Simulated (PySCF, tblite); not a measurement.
# C6H9FN radical: geometry, infrared bands and EPR parameters

Wanted: the infrared bands and EPR parameters of C6H9FN radical (`C[C@@]1(N)[C@H](F)[C@]12[CH]C2`), by calculation.

Computed with tblite 0.8.0 and PySCF 2.14.0, with density-fitted response routines of our own, on a single molecule in the gas phase. Atoms count from 0, in the outputs and in this text.

## Step 1: The molecule as given

17 atoms, charge 0, multiplicity 2; geometry from: force field or distance geometry start.

Bonds of the start (Å): C0–C1 1.51, C1–N2 1.45, C1–C3 1.53, C3–F4 1.41, C3–C5 1.42, C5–C6 1.42, C6–C7 1.52, C5–C1 1.43, C7–C5 1.45, C0–H8 1.11, C0–H9 1.11, C0–H10 1.12, N2–H11 1.06, N2–H12 1.06, C3–H13 1.11, C6–H14 1.12, C7–H15 1.10, C7–H16 1.11.

## Step 2: Relaxing the molecule with GFN2-xTB

Job settings and geometry (Å):

```
{"job": {"kind": "relax", "xc": "GFN2-xTB", "basis": "xTB"}, "charge": 0, "multiplicity": 2}
C     -0.776600     0.044800    -1.514300
C     -0.617700    -0.137300    -0.019800
N     -1.846100    -0.215700     0.742400
C      0.365400    -1.212800     0.456800
F     -0.008200    -1.897800     1.634900
C      0.668200     0.175000     0.513300
C      1.232500     1.081100     1.443700
C      1.793300     0.956100     0.031500
H      0.239600     0.206500    -1.919400
H     -1.295900    -0.816900    -1.972300
H     -1.437000     0.948100    -1.630000
H     -2.567100    -0.617900     0.075300
H     -1.776900    -0.928200     1.522900
H      0.725600    -1.924200    -0.322300
H      0.930600     2.137000     1.663100
H      1.574300     1.754200    -0.687000
H      2.788900     0.460100    -0.028700
```

Launch:

```console
$ OMP_NUM_THREADS=1 python probes_run.py task.json out
```

One launch serves the whole session: the jobs run in the order shown.

**Question.** This job is followed by: GFN2-xTB harmonic vibrations, gas phase; UKS B3LYP, pcH-1 on C F H N, non-relativistic, mean-field spin-orbit, GIAO. What will the session give for the following? strongest single infrared mode (GFN2-xTB); zero-point energy (GFN2-xTB); g(iso) (B3LYP); ⟨S²⟩; largest a(iso) (averaged by class); surface potential, 1st and 99th percentile.

**Answer**, as computed:

| quantity | value |
| --- | --- |
| strongest single infrared mode (GFN2-xTB) | 907 cm⁻¹, 176 km/mol |
| zero-point energy (GFN2-xTB) | 84.4 kcal/mol |
| g(iso) (B3LYP) | 2.00285 |
| ⟨S²⟩ | 0.754 (exact 0.75) |
| largest a(iso) (averaged by class) | 13C on C6, 238.1 MHz |
| surface potential, 1st and 99th percentile | -1.47 V and 1.36 V |

In words: Relaxing lowered the energy by 1.086 eV in 73 steps; the close pair that moved most is C1–C5, from 1.427 to 1.509 Å. All 45 modes are real, so the xTB geometry is a minimum. GFN2-xTB is a fitted tight-binding method: band positions and strengths are rough. Its intensities can rank the bands wrongly. Most of the unpaired spin sits on C6 (0.94 e). The isotropic g lies 0.5 ppt above the free-electron value.
